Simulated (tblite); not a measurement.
# C4H9PSi2: the cost of one run

Computed with tblite 0.8.0 and PySCF 2.14.0, with density-fitted response routines of our own, on a single molecule in the gas phase. Atoms count from 0, in the outputs and in this text.

## (1) The molecule as given

16 atoms, charge 0, multiplicity 1; geometry from: force field or distance geometry start.

Bonds of the start (Å): C0–C1 1.22, C1–Si2 1.80, Si2–C3 1.87, C3–C4 1.34, Si2–P5 2.19, P5–Si6 2.19, C0–H7 1.08, Si2–H8 1.47, C3–H9 1.08, C4–H10 1.07, C4–H11 1.09, P5–H12 1.44, Si6–H13 1.49, Si6–H14 1.47, Si6–H15 1.47.

## (2) Relaxing the molecule with GFN2-xTB

What the job is given:

```
{"job": {"kind": "relax", "xc": "GFN2-xTB", "basis": "xTB"}, "charge": 0, "multiplicity": 1}
C     -0.236800    -1.680100     2.055500
C     -0.452400    -1.178600     0.959300
Si    -0.760900    -0.469400    -0.666400
C     -1.685000     1.128000    -0.384300
C     -2.723600     1.204900     0.452300
P      1.112700     0.078800    -1.654100
Si     2.821000     0.167900    -0.291900
H     -0.042700    -2.112700     3.020400
H     -1.575300    -1.362200    -1.507000
H     -1.381400     2.039600    -0.882200
H     -3.133700     0.387800     1.007100
H     -3.216900     2.174700     0.570400
H      1.413200    -0.921200    -2.652300
H      2.980100    -1.077800     0.504900
H      4.044700     0.262800    -1.109600
H      2.829400     1.366500     0.566500
```

Started as:

```console
> OMP_NUM_THREADS=1 python probes_run.py task.json out
```

One launch serves the whole session: the jobs run in the order shown.

Q: Estimate the wall time and peak memory of this first job on 1 thread of Arm Neoverse V1, shared host.

About 1.3 s, with a peak of 0.18 GiB.
